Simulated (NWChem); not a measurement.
# C3H9Ga (SMILES C[Ga](C)C) at 6 levels

We compute a comparison of 6 runs (HF/STO-3G, HF/3-21G, B3LYP/6-31G*, B3LYP/def2-SVP, PBE/def2-SVP, PBE0/def2-SVP) of C3H9Ga. 

The results are computed with NWChem 7.3.0.

36 further runs of the same task are left out: 36 set aside as unsound or not needed.

## Step 1: The structure to begin with

C3H9Ga has 13 atoms, charge 0, and is taken as a singlet. As SMILES, `C[Ga](C)C`. One bond was lengthened or shortened from a relaxed shape.

Bond lengths: C1–Ga2 1.976 Å, Ga2–C3 1.976 Å, Ga2–C4 1.976 Å, C1–H5 1.092 Å, C1–H6 1.096 Å, C1–H7 1.092 Å, C3–H8 1.092 Å, C3–H9 1.092 Å, C3–H10 1.096 Å, C4–H11 1.092 Å, C4–H12 1.260 Å, C4–H13 1.092 Å. Some angles: C1–Ga2–C3 119.7°, C1–Ga2–C4 120.1°, C3–Ga2–C4 120.1°, Ga2–C1–H5 111.9°, Ga2–C1–H6 109.2°, Ga2–C1–H7 112.2°, Ga2–C3–H8 111.9°, Ga2–C3–H9 112.2°, Ga2–C3–H10 109.2°, Ga2–C4–H11 112.0°.

## Step 2: A single-point energy at HF/STO-3G (run 1)

The input, run.py:

```python
from ase import Atoms
from ase.calculators.nwchem import NWChem

mol = Atoms(['C', 'Ga', 'C', 'C', 'H', 'H', 'H', 'H', 'H', 'H', 'H', 'H', 'H'], positions=[
    [-0.251975, 1.667358, -1.084177],
    [0.165585, -0.010602, -0.127477],
    [1.538935, -0.012422, 1.293423],
    [-0.850175, -1.657502, -0.527257],
    [0.630615, 2.300158, -1.199717],
    [-0.984265, 2.240218, -0.504777],
    [-0.687725, 1.484158, -2.068257],
    [2.341785, 0.697958, 1.084993],
    [1.972785, -1.002532, 1.446303],
    [1.078655, 0.291158, 2.240063],
    [-1.183025, -1.690772, -1.566727],
    [-1.882270, -1.692900, 0.194460],
    [-0.273325, -2.558872, -0.310627],
])

calc = NWChem(
    label='geom',
    theory='scf',
    memory='2200 mb',
    basis='STO-3G',
    basispar='spherical bse',
    scf={'nopen': '0', 'rhf': None, 'thresh': '1e-08', 'maxiter': '80'},
    task='energy',
)
mol.calc = calc

print(f"energy = {mol.get_potential_energy():.6f} eV")
print("dipole (e A):", mol.get_dipole_moment().round(4))
```

Run with:

```bash
$ export ASE_NWCHEM_COMMAND="nwchem PREFIX.nwi > PREFIX.nwo"
$ python run.py
```

Log:

```text
energy = -54921.608105 eV
dipole (e A): [-0.0057  0.0057  0.0085]
```

The calculator wrote geom.nwi:

```
title "geom"

permanent_dir geom

scratch_dir geom

start geom

geometry units angstrom nocenter noautosym noautoz
  C  -2.5197500000000000e-01 1.6673579999999999e+00 -1.0841769999999999e+00
  Ga 1.6558500000000001e-01 -1.0602000000000000e-02 -1.2747700000000001e-01
  C  1.5389349999999999e+00 -1.2422000000000001e-02 1.2934230000000000e+00
  C  -8.5017500000000001e-01 -1.6575020000000000e+00 -5.2725699999999998e-01
  H  6.3061500000000004e-01 2.3001580000000001e+00 -1.1997169999999999e+00
  H  -9.8426499999999995e-01 2.2402180000000000e+00 -5.0477700000000003e-01
  H  -6.8772500000000003e-01 1.4841580000000001e+00 -2.0682570000000000e+00
  H  2.3417849999999998e+00 6.9795799999999997e-01 1.0849930000000001e+00
  H  1.9727850000000000e+00 -1.0025320000000000e+00 1.4463029999999999e+00
  H  1.0786549999999999e+00 2.9115799999999997e-01 2.2400630000000001e+00
  H  -1.1830250000000000e+00 -1.6907719999999999e+00 -1.5667270000000000e+00
  H  -1.8822700000000001e+00 -1.6929000000000001e+00 1.9445999999999999e-01
  H  -2.7332499999999998e-01 -2.5588720000000000e+00 -3.1062699999999999e-01
end

memory 2200 mb

basis spherical bse noprint
   * library STO-3G
end

scf
  nopen 0
  rhf
  thresh 1e-08
  maxiter 80
end

task scf energy
```

geom.nwo:

```text
Northwest Computational Chemistry Package (NWChem) 7.3.0
             --------------------------------------------------------

           Job information
           ---------------

    nwchem branch   = 7.3.0
    use scalapack   = T
    input           = geom.nwi
    prefix          = geom.
    data base       = geom/geom.db
    status          = startup
    nproc           =        1

           Memory information
           ------------------

    heap     =     72089600 doubles =      550.0 Mbytes
    stack    =     72089597 doubles =      550.0 Mbytes
    global   =    144179200 doubles =     1100.0 Mbytes (distinct from heap & stack)
    total    =    288358397 doubles =     2200.0 Mbytes
    verify   = yes
    hardfail = no

[... 140 lines left out ...]
 Convergence threshold     :          1.000E-08
[... 13 lines left out ...]
       Final RHF  results
[... 3 lines left out ...]
      One-electron energy =  -3365.782647711537
[... 1 line left out ...]
 Nuclear repulsion energy =    269.611427925069
[... 47 lines left out ...]
                       ROHF Final Molecular Orbital Analysis
[... 220 lines left out ...]
  Mulliken analysis of the total density
  --------------------------------------

    Atom       Charge   Shell Charges
 -----------   ------   -------------------------------------------------------
    1 C    6     6.34   1.99  1.22  3.12
    2 Ga  31    30.39   2.00  2.00  6.00  2.00  5.94  1.14  1.55  9.76
    3 C    6     6.34   1.99  1.22  3.12
[... 9 lines of this table left out ...]
   13 H    1     0.96   0.96

       Multipole analysis of the density wrt the origin
       ------------------------------------------------

     L   x y z        total         open         nuclear
     -   - - -        -----         ----         -------
     0   0 0 0     -0.000000      0.000000     58.000000

     1   1 0 0     -0.010821      0.000000     16.567369
[... 8 lines of this table left out ...]
     2   0 0 2    -26.730581      0.000000    128.950018

 Task  times  cpu:       21.0s     wall:       21.0s
 Total times  cpu:       21.1s     wall:       21.1s
```

Wall time 23 s (1 thread of Intel Xeon Platinum 8259CL at 2.50GHz (Skylake/Cascade Lake), shared host); peak memory 0.099 GiB.

## Step 3: The energy at HF/3-21G (run 2)

The input, c3h9ga.nw:

```
start c3h9ga
title "C3H9Ga"
memory stack 880 mb heap 220 mb global 1100 mb
geometry units angstrom noautosym nocenter noautoz
C       -0.251975       1.667358      -1.084177
Ga       0.165585      -0.010602      -0.127477
C        1.538935      -0.012422       1.293423
C       -0.850175      -1.657502      -0.527257
H        0.630615       2.300158      -1.199717
H       -0.984265       2.240218      -0.504777
H       -0.687725       1.484158      -2.068257
H        2.341785       0.697958       1.084993
H        1.972785      -1.002532       1.446303
H        1.078655       0.291158       2.240063
H       -1.183025      -1.690772      -1.566727
H       -1.882270      -1.692900       0.194460
H       -0.273325      -2.558872      -0.310627
end
basis spherical bse
* library 3-21G
end
scf
thresh 1e-08
maxiter 80
end
task scf
```

Run with:

```bash
$ nwchem c3h9ga.nw > c3h9ga.out
```

Log:

```text
[...]
  functions       =    67
[...]
  wavefunction    = RHF
[...]
         Total SCF energy =  -2032.045943637424
      One-electron energy =  -3370.188587530464
      Two-electron energy =   1068.531215967971
 Nuclear repulsion energy =    269.611427925069
        Time for solution =      7.2s
[...]
```

It took 8.1 s on 1 thread of Intel Xeon Platinum 8259CL at 2.50GHz (Skylake/Cascade Lake), shared host; peak memory 0.099 GiB.

Runs 3 to 5 aren't shown in full; the table further down has their settings and results.

## Step 4: A single-point energy at PBE0/def2-SVP (run 6)

The input, m1.xyz:

```xyz
13
C3H9Ga PBE0
C     -0.251975     1.667358    -1.084177
Ga     0.165585    -0.010602    -0.127477
C      1.538935    -0.012422     1.293423
C     -0.850175    -1.657502    -0.527257
H      0.630615     2.300158    -1.199717
H     -0.984265     2.240218    -0.504777
H     -0.687725     1.484158    -2.068257
H      2.341785     0.697958     1.084993
H      1.972785    -1.002532     1.446303
H      1.078655     0.291158     2.240063
H     -1.183025    -1.690772    -1.566727
H     -1.882270    -1.692900     0.194460
H     -0.273325    -2.558872    -0.310627
```

The input, run.py:

```python
from ase.io import read
from ase.calculators.nwchem import NWChem

atoms = read('m1.xyz')

calc = NWChem(
    label='m1',
    theory='dft',
    memory='2200 mb',
    basis='def2-SVP',
    basispar='spherical bse',
    dft={'xc': 'pbe0', 'mult': '1', 'grid': 'fine', 'convergence': 'energy 1e-08', 'iterations': '100', 'mulliken': None},
    task='energy',
)
atoms.calc = calc

print(f"energy = {atoms.get_potential_energy():.6f} eV")
print("dipole (e A):", atoms.get_dipole_moment().round(4))
```

Run with:

```bash
$ export ASE_NWCHEM_COMMAND="nwchem PREFIX.nwi > PREFIX.nwo"
$ python run.py
```

Log:

```text
energy = -55615.807853 eV
dipole (e A): [0.0059 0.0077 0.0014]
```

The calculator wrote m1.nwi:

```
title "m1"

permanent_dir m1

scratch_dir m1

start m1

geometry units angstrom nocenter noautosym noautoz
  C  -2.5197500000000000e-01 1.6673579999999999e+00 -1.0841769999999999e+00
  Ga 1.6558500000000001e-01 -1.0602000000000000e-02 -1.2747700000000001e-01
  C  1.5389349999999999e+00 -1.2422000000000001e-02 1.2934230000000000e+00
  C  -8.5017500000000001e-01 -1.6575020000000000e+00 -5.2725699999999998e-01
  H  6.3061500000000004e-01 2.3001580000000001e+00 -1.1997169999999999e+00
  H  -9.8426499999999995e-01 2.2402180000000000e+00 -5.0477700000000003e-01
  H  -6.8772500000000003e-01 1.4841580000000001e+00 -2.0682570000000000e+00
  H  2.3417849999999998e+00 6.9795799999999997e-01 1.0849930000000001e+00
  H  1.9727850000000000e+00 -1.0025320000000000e+00 1.4463029999999999e+00
  H  1.0786549999999999e+00 2.9115799999999997e-01 2.2400630000000001e+00
  H  -1.1830250000000000e+00 -1.6907719999999999e+00 -1.5667270000000000e+00
  H  -1.8822700000000001e+00 -1.6929000000000001e+00 1.9445999999999999e-01
  H  -2.7332499999999998e-01 -2.5588720000000000e+00 -3.1062699999999999e-01
end

memory 2200 mb

basis spherical bse noprint
   * library def2-SVP
end

dft
  xc pbe0
  mult 1
  grid fine
  convergence energy 1e-08
  iterations 100
  mulliken
end

task dft energy
```

m1.nwo:

```text
Northwest Computational Chemistry Package (NWChem) 7.3.0
             --------------------------------------------------------

           Job information
           ---------------

    nwchem branch   = 7.3.0
    use scalapack   = T
    input           = m1.nwi
    prefix          = m1.
    data base       = m1/m1.db
    status          = startup
    nproc           =        1

           Memory information
           ------------------

    heap     =     72089600 doubles =      550.0 Mbytes
    stack    =     72089597 doubles =      550.0 Mbytes
    global   =    144179200 doubles =     1100.0 Mbytes (distinct from heap & stack)
    total    =    288358397 doubles =     2200.0 Mbytes
    verify   = yes
    hardfail = no

[... 109 lines left out ...]
  convergence criterion.
[... 18 lines left out ...]
          Convergence on density requested:  1.00D-05
[... 24 lines left out ...]
          Convergence Information
[... 58 lines left out ...]
   convergence    iter        energy       DeltaE   RMS-Dens  Diis-err    time
[... 9 lines left out ...]
           Coulomb energy =     1161.592900715071
[... 7 lines left out ...]
                       DFT Final Molecular Orbital Analysis
[... 863 lines left out ...]
 center of mass
 --------------
 x =   0.29301099 y =  -0.01147851 z =  -0.22034646

 moments of inertia (a.u.)
 ------------------
         524.832549412180         -56.205117014653        -156.331401283139
         -56.205117014653         387.827407646621          54.644374538628
        -156.331401283139          54.644374538628         526.512049419069

     Multipole analysis of the density
     ---------------------------------

     L   x y z        total         alpha         beta         nuclear
     -   - - -        -----         -----         ----         -------
     0   0 0 0     -0.000000    -29.000000    -29.000000     58.000000

     1   1 0 0      0.011196     -8.278087     -8.278087     16.567369
[... 8 lines of this table left out ...]
     2   0 0 2    -27.970201    -78.460110    -78.460110    128.950018

 Task  times  cpu:       52.6s     wall:       52.6s
 Total times  cpu:       52.7s     wall:       52.7s
```

It took 54 s on 1 thread of Intel Xeon Platinum 8259CL at 2.50GHz (Skylake/Cascade Lake), shared host; peak memory 0.12 GiB.

## Step 5: The series

| run | level | iteration cap | module | energy (Eh) | dipole moment (D) | HOMO energy (eV) | LUMO energy (eV) | wall time |
| --- | --- | --- | --- | --- | --- | --- | --- | --- |
| 1 | HF/STO-3G | 80 | scf | -2018.331887 | 0.06 | -6.71 | 5.43 | 23 s |
| 2 | HF/3-21G | 80 | scf | -2032.045944 | 0.11 | -10.19 | 2.39 | 8.1 s |
| 3 | B3LYP/6-31G* (spherical functions) | 100 | dft | -2044.353534 | 0.07 | -6.99 | -0.69 | 62 s |
| 4 | B3LYP/def2-SVP | 100 | dft | -2044.301261 | 0.06 | -7.13 | -0.76 | 57 s |
| 5 | PBE/def2-SVP | 100 | dft | -2043.771152 | 0.04 | -6.12 | -1.28 | 61 s |
| 6 | PBE0/def2-SVP | 100 | dft | -2043.843257 | 0.05 | -7.39 | -0.49 | 54 s |

## Step 6: What came out

| quantity | value |
| --- | --- |
| run 6: total energy | -2043.84326 Eh |
| run 6: dipole moment | 0.05 D |
| run 6: HOMO energy | -7.39 eV |
| run 6: LUMO energy | -0.49 eV |
| run 6: HOMO–LUMO gap | 6.90 eV |

What this shows: The dipole moment (its size) runs from 0.04 D (PBE/def2-SVP) to 0.11 D (HF/3-21G). The two ends differ in method and basis. The HOMO–LUMO gap runs from 4.83 eV (PBE/def2-SVP) to 12.59 eV (HF/3-21G). Totals of different functionals can't be ranked against each other. In run 1 the basis is minimal, so the values are rough. All runs together took 4.4 min, the longest 62 s.
